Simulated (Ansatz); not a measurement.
Geometry optimisation, DFT PBE, scalar-relativistic, plane waves, PAW (Ansatz).

input.yaml

```yaml
crystal:
  lattice:
    - [-4.1839, -4.1839, 0.0]
    - [4.1839, -4.1839, 0.0]
    - [0.0, 0.0, 5.3368]
  atoms:
    - { symbol: Si, position: [0.5, 0.5, 0.0] }
    - { symbol: Si, position: [0.0, 0.5, 0.25] }
    - { symbol: O, position: [0.1948, 0.5, 0.0] }
    - { symbol: O, position: [0.0, 0.1948, 0.25] }
    - { symbol: O, position: [0.8052, 0.5, 0.0] }
    - { symbol: O, position: [0.0, 0.8052, 0.25] }
    - { symbol: Si, position: [0.5, 0.5, 0.5] }
    - { symbol: Si, position: [0.0, 0.5, 0.75] }
    - { symbol: O, position: [0.1948, 0.5, 0.5] }
    - { symbol: O, position: [0.0, 0.1948, 0.75] }
    - { symbol: O, position: [0.8052, 0.5, 0.5] }
    - { symbol: O, position: [0.0, 0.8052, 0.75] }
    - { symbol: Si, position: [0.0, 0.0, 0.0] }
    - { symbol: Si, position: [0.5, 0.0, 0.25] }
    - { symbol: O, position: [0.6948, 0.0, 0.0] }
    - { symbol: O, position: [0.5, 0.6948, 0.25] }
    - { symbol: O, position: [0.3052, 0.0, 0.0] }
    - { symbol: O, position: [0.5, 0.3052, 0.25] }
    - { symbol: Si, position: [0.0, 0.0, 0.5] }
    - { symbol: Si, position: [0.5, 0.0, 0.75] }
    - { symbol: O, position: [0.6948, 0.0, 0.5] }
    - { symbol: O, position: [0.5, 0.6948, 0.75] }
    - { symbol: O, position: [0.3052, 0.0, 0.5] }
    - { symbol: O, position: [0.5, 0.3052, 0.75] }
    - { symbol: As, position: [0.2544292, 0.851485, 0.2572343], spin: 1.0 }
magnetization:
  spin_polarized: true
basis:
  ecutwfc: 420.0
kpoints:
  mp_grid: { grid: [2, 2, 3] }
hamiltonian:
  xc: pbe
  pseudopotentials: { kind: paw, azcp: { folder: soft_1 } }
scf:
  occupations: { method: gaussian, width: 0.02 }
  lower_state_search: "off"
relax:
  f_tol: 0.03
  max_steps: 60
  adjacent_minimum: "off"
```

Run as:

```bash
$ ansatz run input.yaml --threads 2 --pin off --max-ram 5120MiB --backend cpu --events-out ev --progress --plain --runs-dir out
```

Where does it end, and by what steps?

It converged. Limits of this set-up: coarse k mesh, a small cell, in which the defect meets its images. After 27 steps the energy has fallen by 23.104 eV; O16 moved furthest, 0.91 Å. The start is strongly strained (largest force component 29 eV/Å), so its close contacts needn't be bonds. Parted: Si14–O16 (1.81 → 2.42 Å), Si14–O17 (1.76 → 2.57 Å), Si14–O23 (1.76 → 2.55 Å). Joined: O4–Si14 (3.18 → 2.03 Å).

| step | energy less start (eV) | largest force component (eV/Å) | accepted |
| --- | --- | --- | --- |
| 0 | 0.0000 | 28.747 | yes |
| 1 | -12.7947 | 11.547 | yes |
| 2 | -19.0786 | 4.272 | yes |
| 3 | -20.8680 | 2.046 | yes |
| 4 | -21.7203 | 1.496 | yes |
| 5 | -22.0397 | 0.721 | yes |
| 6 | -22.0904 | 2.373 | yes |
| 7 | -22.3589 | 0.632 | yes |
| 8 | -22.5883 | 0.780 | yes |
| 9 | -22.5495 | 1.279 | no |
| 10 | -22.7777 | 0.438 | yes |
| 11 | -22.8652 | 0.870 | yes |
| 12 | -22.9271 | 0.646 | yes |
| 13 | -22.9426 | 0.528 | yes |
| 14 | -22.9858 | 0.673 | yes |
| 15 | -23.0248 | 0.375 | yes |
| 16 | -23.0168 | 0.570 | no |
| 17 | -23.0127 | 0.603 | no |
| 18 | -23.0488 | 0.089 | yes |
| 19 | -23.0634 | 0.176 | yes |
| 20 | -23.0708 | 0.330 | yes |
| 21 | -22.0045 | 3.828 | no |
| 22 | -23.0957 | 0.115 | yes |
| 23 | -23.0875 | 0.460 | no |
| 24 | -23.1019 | 0.100 | yes |
| 25 | -23.1036 | 0.112 | yes |
| 26 | -23.1040 | 0.044 | yes |
| 27 | -23.1042 | 0.006 | yes |

```xyz
25
Lattice="-4.1839 -4.1839 0.0000 4.1839 -4.1839 0.0000 0.0000 0.0000 5.3368" Properties=species:S:1:pos:R:3
Si 0.129 -4.170 -0.043
Si 2.170 -1.987 1.350
O 1.282 -2.702 0.014
O 0.973 -0.527 1.278
O -1.215 -5.384 -0.024
O 3.457 -3.280 1.312
Si -0.042 -4.178 2.757
Si 2.041 -1.989 4.014
O 1.252 -2.830 2.632
O 0.850 -0.736 4.020
O -1.535 -5.267 2.765
O 3.371 -3.224 3.949
Si 0.002 0.088 -0.113
Si -2.239 -2.925 1.285
O -2.880 -2.932 -0.221
O 0.246 -5.480 1.852
O -1.036 -1.204 -0.192
O -0.687 -3.401 1.311
Si 0.024 0.050 2.722
Si -1.933 -1.983 3.950
O -2.768 -3.020 2.824
O 0.946 -4.926 3.966
O -1.008 -1.255 2.762
O -0.718 -3.323 4.046
As 1.817 -4.985 1.189
```

Whether the end is a true minimum wasn't checked by a vibrational analysis.

Run time: 6.6 min on 2 threads of Arm Neoverse V1, with other jobs on the host, peak memory 0.59 GiB.
